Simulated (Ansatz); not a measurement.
**CH5AlO2: vertical ionisation energy**

One table from this session's results is given with a row withheld; the runs are named, their logs left out.

Method: unrestricted cation, the program's frozen cores in correlated methods; program: Ansatz 0.2.0, Gaussian basis.

Levels to be run: UKS PBE-D4/def2-TZVPP; UKS r2SCAN-D4/def2-TZVPP; UKS PBE0-D4/def2-TZVPP; UKS B3LYP-D4/def2-TZVPP; UKS wB97X-V/def2-TZVPP; UKS wB97M-V/def2-TZVPP; UKS B2PLYP/def2-TZVPP; UHF-CCSD(T)/def2-TZVPP; UHF-MP2/def2-QZVPP; extrapolation to the limit; then −ε(HOMO) from the neutral's earlier runs with LDA (SPW92), PBE-D4, revPBE-D4, BLYP-D4, r2SCAN-D4, B97M-V, PBE0-D4, B3LYP-D4, r2SCANh-D4, r2SCAN0-D4, HSE06-D4, BHLYP-D4, CAM-B3LYP-D4, LC-ωPBE, ωB97X-V, ωB97M-V.

## The relaxed structure

The geometry comes from an earlier relaxation with PBE0-D4 in a triple-zeta def2 set; it is a stationary point, not always the lowest conformer.

9 atoms, charge 0, spin multiplicity 1.

Atoms are counted from 1 here; the program's logs count them from 0.

Bond lengths: O1–C2 1.522 Å, O1–Al3 1.972 Å, O1–H5 0.961 Å, C2–Al3 1.932 Å, C2–H6 1.087 Å, C2–H7 1.089 Å, Al3–O4 1.702 Å, Al3–H8 1.585 Å, O4–H9 0.955 Å. Angles: C2–O1–Al3 65.7°, C2–O1–H5 111.4°, Al3–O1–H5 123.0°, O1–C2–Al3 68.4°, O1–C2–H6 106.8°, O1–C2–H7 109.6°, Al3–C2–H6 125.6°, Al3–C2–H7 121.9°, H6–C2–H7 110.8°, O1–Al3–C2 45.9°, O1–Al3–O4 113.3°, O1–Al3–H8 108.7°, C2–Al3–O4 118.9°, C2–Al3–H8 119.5°, O4–Al3–H8 121.5°, Al3–O4–H9 122.3°.

Set-up of the first run:

in.yaml reads:

```yaml
crystal:
  periodic: [false, false, false]
  atoms:
    - {symbol: O, position_ang: [-0.624475, 0.530097, -0.955541]}
    - {symbol: C, position_ang: [0.882969, 0.417340, -0.777979]}
    - {symbol: Al, position_ang: [-0.068250, -0.535277, 0.608058]}
    - {symbol: O, position_ang: [-0.358969, 0.245367, 2.092746]}
    - {symbol: H, position_ang: [-0.909754, 0.134941, -1.783481]}
    - {symbol: H, position_ang: [1.266098, 1.431632, -0.699484]}
    - {symbol: H, position_ang: [1.314198, -0.094318, -1.636751]}
    - {symbol: H, position_ang: [-0.491267, -2.044300, 0.370089]}
    - {symbol: H, position_ang: [-0.922148, -0.131880, 2.765243]}
basis:
  gaussian: {orbitals: def2-TZVPP}
total_charge: 1
magnetization: {spin_polarized: true, initial_magnetization: 1}
hamiltonian: {xc: pbe, dispersion: d4}
```

Steps of the session up to this table: Cation, UKS PBE-D4/def2-TZVPP; Cation, UKS r2SCAN-D4/def2-TZVPP; Cation, UKS PBE0-D4/def2-TZVPP; Cation, UKS B3LYP-D4/def2-TZVPP; Cation, UKS wB97X-V/def2-TZVPP; Cation, UKS wB97M-V/def2-TZVPP; Cation, UKS B2PLYP (frozen core)/def2-TZVPP; Cation, UHF-CCSD(T)/def2-TZVPP; Cation, UHF-MP2/def2-QZVPP.

One table of the session follows, with a row left open; its other results are not shown here.

Orbital estimates, from the neutral's runs:

```
  functional  −ε(HOMO) (eV)
 LDA (SPW92)           6.15
      PBE-D4           6.02
   revPBE-D4              ?
     BLYP-D4           5.93
   r2SCAN-D4           6.29
      B97M-V           6.40
     PBE0-D4           7.38
    B3LYP-D4           7.18
  r2SCANh-D4           6.80
  r2SCAN0-D4           7.56
    HSE06-D4           6.97
    BHLYP-D4           8.68
CAM-B3LYP-D4           8.82
     LC-ωPBE          10.21
     ωB97X-V           9.84
     ωB97M-V           9.69
```

Q: Estimate the row for revPBE-D4 from the others.

The run gave: −ε(HOMO) (eV): 5.97. In the column «−ε(HOMO) (eV)» it lies between BLYP-D4 (5.93) and PBE-D4 (6.02).
